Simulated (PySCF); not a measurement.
# Sr²³⁺, Sr²⁴⁺, Sr²⁵⁺: ionisation energies in even-tempered 16s11p5d4f, part 3 of 3

Each state of strontium is computed at each level; their differences give the ionisation energy. How far do the methods differ?

PySCF 2.14.0; even-tempered 16s11p5d4f, no relativity, point nucleus. The scripts are equivalent inputs of a driver's runs. Earlier steps stand in the parts before.

### Step 4. Sr²⁵⁺

UHF:

input.py reads:

```python
from pyscf import gto, scf, dft, mp, cc
mol = gto.M(atom="Sr 0 0 0", charge=25, spin=1, symmetry="D2h",
            basis=gto.etbs([(0, 16, 2.7, 2.5), (1, 11, 3.5, 2.5), (2, 5, 15, 2.7), (3, 4, 23, 2.7)]))
mf = scf.UHF(mol)
mf.irrep_nelec = {'Ag': (3, 3), 'B1u': (1, 1), 'B2u': (2, 1), 'B3u': (1, 1)}
mf.kernel()
```

The program printed:

```text
damping factor = 0
level_shift factor = 0
DIIS = <class 'pyscf.scf.diis.CDIIS'>
diis_start_cycle = 1
diis_space = 10
diis_damp = 0
SCF conv_tol = 1e-09
SCF conv_tol_grad = None
number electrons alpha = 7  beta = 6
cycle= 1 E= -2712.49205708642  delta_E= -0.00793  |g|= 0.0617  |ddm|= 0.0514
cycle= 2 E= -2712.49249519717  delta_E= -0.000438  |g|= 0.0157  |ddm|= 0.0119
cycle= 3 E= -2712.49252502665  delta_E= -2.98e-05  |g|= 0.000228  |ddm|= 0.00395
cycle= 4 E= -2712.49252502937  delta_E= -2.73e-09  |g|= 1.94e-05  |ddm|= 3.18e-05
cycle= 5 E= -2712.49252502941  delta_E= -4e-11  |g|= 1.41e-06  |ddm|= 3.86e-06
converged SCF energy = -2712.49252502941  <S^2> = 0.75197349  2S+1 = 2.0019725
```

CPU time 4.3 s on a shared host, the integrals not counted.

The occupied shells:

| shell | electrons | mean orbital energy (eV) | spread (eV) | rms radius (bohr) |
| --- | --- | --- | --- | --- |
| 1s α | 1 | -17068.9 | 0 | 0.0465 |
| 1s β | 1 | -17065.9 | 0 | 0.0465 |
| 2s α | 1 | -3314.7 | 0 | 0.188 |
| 2s β | 1 | -3312.7 | 0 | 0.188 |
| 2p α | 3 | -3123.2 | 3.415 | 0.165 |
| 2p β | 3 | -3119.5 | 4.605 | 0.165 |
| 3s α | 1 | -1260.5 | 0 | 0.458 |
| 3s β | 1 | -1247.8 | 0 | 0.458 |
| 3p α | 1 | -1201.4 | 0 | 0.444 |

⟨S²⟩ = 0.752, ⟨L²⟩ = 2.01.

Spin-orbit constants on these orbitals (cm⁻¹; bare nucleus, screened nucleus, mean field): 3p 79820, 75620, 73700. To first order in LS coupling the lowest level has J = 1/2 and lies 9.14 eV below the centre of the term.

A non-relativistic calculation at this Z misses sizeable relativistic shifts. Spin-orbit coupling, absent here, splits the open shell strongly.

LDA:

input.py differs from the last one in:

```diff
@@ -3,3 +3,3 @@
             basis=gto.etbs([(0, 16, 2.7, 2.5), (1, 11, 3.5, 2.5), (2, 5, 15, 2.7), (3, 4, 23, 2.7)]))
-mf = scf.UHF(mol)
+mf = dft.UKS(mol, xc="LDA,VWN")
 mf.irrep_nelec = {'Ag': (3, 3), 'B1u': (1, 1), 'B2u': (2, 1), 'B3u': (1, 1)}
```

The program printed:

```text
damping factor = 0
level_shift factor = 0
DIIS = <class 'pyscf.scf.diis.CDIIS'>
diis_start_cycle = 1
diis_space = 10
diis_damp = 0
SCF conv_tol = 1e-09
SCF conv_tol_grad = None
number electrons alpha = 7  beta = 6
XC functionals = LDA,VWN
    P. A. M. Dirac.,  Math. Proc. Cambridge Philos. Soc. 26, 376 (1930)
    F. Bloch.,  Z. Phys. 57, 545 (1929)
    S. H. Vosko, L. Wilk, and M. Nusair.,  Can. J. Phys. 58, 1200 (1980)
cycle= 1 E= -2708.97368156625  delta_E= -0.016  |g|= 0.0499  |ddm|= 0.0519
cycle= 2 E= -2708.97370019591  delta_E= -1.86e-05  |g|= 0.00525  |ddm|= 0.00235
cycle= 3 E= -2708.97370040536  delta_E= -2.09e-07  |g|= 0.000145  |ddm|= 0.000217
cycle= 4 E= -2708.9737004057  delta_E= -3.44e-10  |g|= 4.32e-06  |ddm|= 1.14e-05
converged SCF energy = -2708.9737004057  <S^2> = 0.75031175  2S+1 = 2.0003117
```

CPU time 0.59 s on a shared host, the integrals not counted.

PBE:

input.py reads:

```python
from pyscf import gto, scf, dft, mp, cc
mol = gto.M(atom="Sr 0 0 0", charge=25, spin=1, symmetry="D2h",
            basis=gto.etbs([(0, 16, 2.7, 2.5), (1, 11, 3.5, 2.5), (2, 5, 15, 2.7), (3, 4, 23, 2.7)]))
mf = dft.UKS(mol, xc="PBE")
mf.irrep_nelec = {'Ag': (3, 3), 'B1u': (1, 1), 'B2u': (2, 1), 'B3u': (1, 1)}
mf.kernel()
```

The program printed:

```text
damping factor = 0
level_shift factor = 0
DIIS = <class 'pyscf.scf.diis.CDIIS'>
diis_start_cycle = 1
diis_space = 10
diis_damp = 0
SCF conv_tol = 1e-09
SCF conv_tol_grad = None
number electrons alpha = 7  beta = 6
XC functionals = PBE
    J. P. Perdew, K. Burke, and M. Ernzerhof.,  Phys. Rev. Lett. 77, 3865 (1996)
    J. P. Perdew, K. Burke, and M. Ernzerhof.,  Phys. Rev. Lett. 78, 1396 (1997)
    J. P. Perdew, K. Burke, and M. Ernzerhof.,  Phys. Rev. Lett. 77, 3865 (1996)
    J. P. Perdew, K. Burke, and M. Ernzerhof.,  Phys. Rev. Lett. 78, 1396 (1997)
cycle= 1 E= -2712.68587266967  delta_E= -0.0105  |g|= 0.0207  |ddm|= 0.0471
cycle= 2 E= -2712.68588622065  delta_E= -1.36e-05  |g|= 0.00164  |ddm|= 0.00258
cycle= 3 E= -2712.68588628867  delta_E= -6.8e-08  |g|= 0.000162  |ddm|= 0.000175
cycle= 4 E= -2712.68588628914  delta_E= -4.7e-10  |g|= 4.66e-06  |ddm|= 1.41e-05
converged SCF energy = -2712.68588628914  <S^2> = 0.75058481  2S+1 = 2.0005847
```

It used 0.75 s of CPU time after the integrals (shared host).

PBE0:

input.py differs from the last one in:

```diff
@@ -3,3 +3,3 @@
             basis=gto.etbs([(0, 16, 2.7, 2.5), (1, 11, 3.5, 2.5), (2, 5, 15, 2.7), (3, 4, 23, 2.7)]))
-mf = dft.UKS(mol, xc="PBE")
+mf = dft.UKS(mol, xc="PBE0")
 mf.irrep_nelec = {'Ag': (3, 3), 'B1u': (1, 1), 'B2u': (2, 1), 'B3u': (1, 1)}
```

The program printed:

```text
damping factor = 0
level_shift factor = 0
DIIS = <class 'pyscf.scf.diis.CDIIS'>
diis_start_cycle = 1
diis_space = 10
diis_damp = 0
SCF conv_tol = 1e-09
SCF conv_tol_grad = None
number electrons alpha = 7  beta = 6
XC functionals = PBE0
    C. Adamo and V. Barone.,  J. Chem. Phys. 110, 6158 (1999)
    M. Ernzerhof and G. E. Scuseria.,  J. Chem. Phys. 110, 5029 (1999)
cycle= 1 E= -2712.77095491818  delta_E= -0.00788  |g|= 0.0247  |ddm|= 0.0456
cycle= 2 E= -2712.77100342216  delta_E= -4.85e-05  |g|= 0.00279  |ddm|= 0.0046
cycle= 3 E= -2712.77100413033  delta_E= -7.08e-07  |g|= 0.000188  |ddm|= 0.000602
cycle= 4 E= -2712.77100413169  delta_E= -1.35e-09  |g|= 6.67e-06  |ddm|= 2.57e-05
cycle= 5 E= -2712.77100413169  delta_E= -3.18e-12  |g|= 6.75e-08  |ddm|= 5.41e-07
converged SCF energy = -2712.77100413169  <S^2> = 0.75084443  2S+1 = 2.0008443
```

It used 1.6 s of CPU time after the integrals (shared host).

r2SCAN:

input.py differs from the last one in:

```diff
@@ -3,3 +3,3 @@
             basis=gto.etbs([(0, 16, 2.7, 2.5), (1, 11, 3.5, 2.5), (2, 5, 15, 2.7), (3, 4, 23, 2.7)]))
-mf = dft.UKS(mol, xc="PBE0")
+mf = dft.UKS(mol, xc="R2SCAN")
 mf.irrep_nelec = {'Ag': (3, 3), 'B1u': (1, 1), 'B2u': (2, 1), 'B3u': (1, 1)}
```

The program printed:

```text
damping factor = 0
level_shift factor = 0
DIIS = <class 'pyscf.scf.diis.CDIIS'>
diis_start_cycle = 1
diis_space = 10
diis_damp = 0
SCF conv_tol = 1e-09
SCF conv_tol_grad = None
number electrons alpha = 7  beta = 6
XC functionals = R2SCAN
    J. W. Furness, A. D. Kaplan, J. Ning, J. P. Perdew, and J. Sun.,  J. Phys. Chem. Lett. 11, 8208-8215 (2020)
    J. W. Furness, A. D. Kaplan, J. Ning, J. P. Perdew, and J. Sun.,  J. Phys. Chem. Lett. 11, 9248-9248 (2020)
    J. W. Furness, A. D. Kaplan, J. Ning, J. P. Perdew, and J. Sun.,  J. Phys. Chem. Lett. 11, 8208-8215 (2020)
    J. W. Furness, A. D. Kaplan, J. Ning, J. P. Perdew, and J. Sun.,  J. Phys. Chem. Lett. 11, 9248-9248 (2020)
cycle= 1 E= -2712.96951456751  delta_E= -0.00951  |g|= 0.0304  |ddm|= 0.0707
cycle= 2 E= -2712.96957055275  delta_E= -5.6e-05  |g|= 0.00315  |ddm|= 0.00505
cycle= 3 E= -2712.96957119095  delta_E= -6.38e-07  |g|= 0.000108  |ddm|= 0.000593
cycle= 4 E= -2712.96957119115  delta_E= -1.94e-10  |g|= 7.14e-06  |ddm|= 9.36e-06
converged SCF energy = -2712.96957119115  <S^2> = 0.75132712  2S+1 = 2.0013267
```

It used 1.9 s of CPU time after the integrals (shared host).

PBEsol:

input.py reads:

```python
from pyscf import gto, scf, dft, mp, cc
mol = gto.M(atom="Sr 0 0 0", charge=25, spin=1, symmetry="D2h",
            basis=gto.etbs([(0, 16, 2.7, 2.5), (1, 11, 3.5, 2.5), (2, 5, 15, 2.7), (3, 4, 23, 2.7)]))
mf = dft.UKS(mol, xc="PBEsol")
mf.irrep_nelec = {'Ag': (3, 3), 'B1u': (1, 1), 'B2u': (2, 1), 'B3u': (1, 1)}
mf.kernel()
```

The program printed:

```text
damping factor = 0
level_shift factor = 0
DIIS = <class 'pyscf.scf.diis.CDIIS'>
diis_start_cycle = 1
diis_space = 10
diis_damp = 0
SCF conv_tol = 1e-09
SCF conv_tol_grad = None
number electrons alpha = 7  beta = 6
XC functionals = PBEsol
    J. P. Perdew, A. Ruzsinszky, G. I. Csonka, O. A. Vydrov, G. E. Scuseria, L. A. Constantin, X. Zhou, and K. Burke.,  Phys. Rev. Lett. 100, 136406 (2008)
    J. P. Perdew, A. Ruzsinszky, G. I. Csonka, O. A. Vydrov, G. E. Scuseria, L. A. Constantin, X. Zhou, and K. Burke.,  Phys. Rev. Lett. 100, 136406 (2008)
cycle= 1 E= -2710.94888826776  delta_E= -0.0114  |g|= 0.0318  |ddm|= 0.0509
cycle= 2 E= -2710.94890416237  delta_E= -1.59e-05  |g|= 0.00317  |ddm|= 0.00258
cycle= 3 E= -2710.94890427713  delta_E= -1.15e-07  |g|= 0.000185  |ddm|= 0.000192
cycle= 4 E= -2710.94890427813  delta_E= -1e-09  |g|= 5.01e-06  |ddm|= 2.2e-05
cycle= 5 E= -2710.94890427813  delta_E= 4.55e-13  |g|= 3.59e-08  |ddm|= 5.42e-07
converged SCF energy = -2710.94890427813  <S^2> = 0.75050934  2S+1 = 2.0005093
```

It used 0.89 s of CPU time after the integrals (shared host).

BHandHLYP:

input.py reads:

```python
from pyscf import gto, scf, dft, mp, cc
mol = gto.M(atom="Sr 0 0 0", charge=25, spin=1, symmetry="D2h",
            basis=gto.etbs([(0, 16, 2.7, 2.5), (1, 11, 3.5, 2.5), (2, 5, 15, 2.7), (3, 4, 23, 2.7)]))
mf = dft.UKS(mol, xc="BHANDHLYP")
mf.irrep_nelec = {'Ag': (3, 3), 'B1u': (1, 1), 'B2u': (2, 1), 'B3u': (1, 1)}
mf.kernel()
```

The program printed:

```text
damping factor = 0
level_shift factor = 0
DIIS = <class 'pyscf.scf.diis.CDIIS'>
diis_start_cycle = 1
diis_space = 10
diis_damp = 0
SCF conv_tol = 1e-09
SCF conv_tol_grad = None
number electrons alpha = 7  beta = 6
XC functionals = BHANDHLYP
    A. D. Becke.,  J. Chem. Phys. 98, 1372 (1993)
    Defined through Gaussian implementation.
cycle= 1 E= -2713.14872822296  delta_E= -0.00691  |g|= 0.0334  |ddm|= 0.0455
cycle= 2 E= -2713.14884621399  delta_E= -0.000118  |g|= 0.00549  |ddm|= 0.0068
cycle= 3 E= -2713.14884965871  delta_E= -3.44e-06  |g|= 0.000115  |ddm|= 0.00135
cycle= 4 E= -2713.14884965974  delta_E= -1.03e-09  |g|= 5.17e-06  |ddm|= 2.33e-05
cycle= 5 E= -2713.14884965975  delta_E= -5e-12  |g|= 1.24e-07  |ddm|= 1.86e-07
converged SCF energy = -2713.14884965975  <S^2> = 0.75114298  2S+1 = 2.0011427
```

It used 1.7 s of CPU time after the integrals (shared host).

MP2 (outer shells):

input.py reads:

```python
from pyscf import gto, scf, dft, mp, cc
mol = gto.M(atom="Sr 0 0 0", charge=25, spin=1, symmetry="D2h",
            basis=gto.etbs([(0, 16, 2.7, 2.5), (1, 11, 3.5, 2.5), (2, 5, 15, 2.7), (3, 4, 23, 2.7)]))
mf = scf.UHF(mol)
mf.irrep_nelec = {'Ag': (3, 3), 'B1u': (1, 1), 'B2u': (2, 1), 'B3u': (1, 1)}
mf.kernel()
mp.UMP2(mf, frozen=1).kernel()
```

No log was kept for this step.

CPU time 1.3 s on a shared host, the integrals not counted.

With 11 electrons correlated, the MP2 correlation energy is -0.44923 hartree (-0.10497 same spin, -0.34426 opposite spin); the SCS form gives -0.44810. Largest pairs of shells: 2p-2p -0.2020, 3s-3s -0.0632, 2s-2p -0.0573, 2p-3s -0.0453, 3s-3p -0.0373.

### Step 5. How the shells move

Highest occupied Hartree-Fock shell of each state: Sr²³⁺ 3p α at -1097.6 eV; Sr²⁴⁺ 3p α at -1149.1 eV; Sr²⁵⁺ 3p α at -1201.4 eV.

### Step 6. The energy differences

Ionisation energy: Sr²³⁺ [Ne] 3s2 3p3 (4S) → Sr²⁴⁺ [Ne] 3s2 3p2 (3P).

| method | value (eV) | less the reference (eV) | CPU time, both states (s) |
| --- | --- | --- | --- |
| UHF | 1096.8 | -8.2 | 8.4 |
| LDA | 1097.5 | -7.5 | 1.2 |
| PBE | 1097.7 | -7.3 | 1.5 |
| PBE0 | 1097.8 | -7.2 | 3 |
| r2SCAN | 1098.3 | -6.7 | 3.4 |
| PBEsol | 1097.5 | -7.5 | 1.5 |
| BHandHLYP | 1097.8 | -7.2 | 2.8 |
| MP2 (outer shells) | 1097.3 | -7.7 | 11 |
| SCS-MP2 (outer shells) | 1097.0 | -8.0 | 11 |

Reference: 1105 ± 4 eV (semi-empirical (NIST evaluation); NIST Atomic Spectra Database, ionization energies). Spin-orbit coupling is strong in these open shells (close to jj coupling). The scalar numbers leave it out, so it can dominate the gap to the real levels. The calculation is non-relativistic, so it cannot be held against the reference.

Ionisation energy: Sr²⁴⁺ [Ne] 3s2 3p2 (3P) → Sr²⁵⁺ [Ne] 3s2 3p1 (2P).

| method | value (eV) | less the reference (eV) | CPU time, both states (s) |
| --- | --- | --- | --- |
| UHF | 1148.4 | -16.6 | 8.6 |
| LDA | 1149.8 | -15.2 | 1.2 |
| PBE | 1150.0 | -15.0 | 1.5 |
| PBE0 | 1149.9 | -15.1 | 3.3 |
| r2SCAN | 1150.2 | -14.8 | 3.7 |
| PBEsol | 1149.7 | -15.3 | 1.6 |
| BHandHLYP | 1149.9 | -15.1 | 3.3 |
| MP2 (outer shells) | 1148.9 | -16.1 | 11 |
| SCS-MP2 (outer shells) | 1148.7 | -16.3 | 11 |

Reference: 1165 ± 3 eV (semi-empirical (NIST evaluation); NIST Atomic Spectra Database, ionization energies). Spin-orbit coupling is strong in these open shells (close to jj coupling). The scalar numbers leave it out, so it can dominate the gap to the real levels. The calculation is non-relativistic, so it cannot be held against the reference.

Ionisation energy: Sr²⁵⁺ [Ne] 3s2 3p1 (2P) → Sr²⁶⁺ [Ne] 3s2 (1S).

| method | value (eV) | less the reference (eV) |
| --- | --- | --- |
| UHF | 1200.9 | -1.0 |
| LDA | 1202.5 | +0.7 |
| PBE | 1202.9 | +1.1 |
| PBE0 | 1202.7 | +0.9 |
| r2SCAN | 1202.7 | +0.8 |
| PBEsol | 1202.5 | +0.6 |
| BHandHLYP | 1202.8 | +1.0 |
| MP2 (outer shells) | 1201.4 | -0.5 |
| SCS-MP2 (outer shells) | 1201.2 | -0.6 |

Reference: 1211 ± 6 eV (semi-empirical (NIST evaluation); NIST Atomic Spectra Database, ionization energies). A first-order spin-orbit estimate (lowest level to lowest level, LS coupling) adds 9.138 eV; the last energy column includes it. The calculation is non-relativistic, so it cannot be held against the reference.

The differences also use runs on Sr²⁶⁺ [Ne] 3s2 (1S), which are not shown here. Times are CPU seconds on a shared host without the integrals; correlated rows include their Hartree-Fock run, whose time holds the symmetry-adapted start and any spin-orbit constants, while functionals begin from orbitals already made.

### Step 7. What came out

This closing draws on all 3 parts.

| quantity | value |
| --- | --- |
| ionisation energy, Sr²³⁺ | UHF 1096.8, MP2 (outer shells) 1097.3 eV; reference 1105 ± 4 |
| ionisation energy, Sr²⁴⁺ | UHF 1148.4, MP2 (outer shells) 1148.9 eV; reference 1165 ± 3 |
| ionisation energy, Sr²⁵⁺ | UHF 1200.9, MP2 (outer shells) 1201.4 eV; reference 1211 ± 6 |

For the first difference the methods span 1.578 eV, from UHF (1096.8) to r2SCAN (1098.3). The reference is uncertain or not like for like (spin-orbit coupling or other relativistic terms), so no ranking of close methods is drawn. All values hold for this basis alone; no basis-set limit was taken.
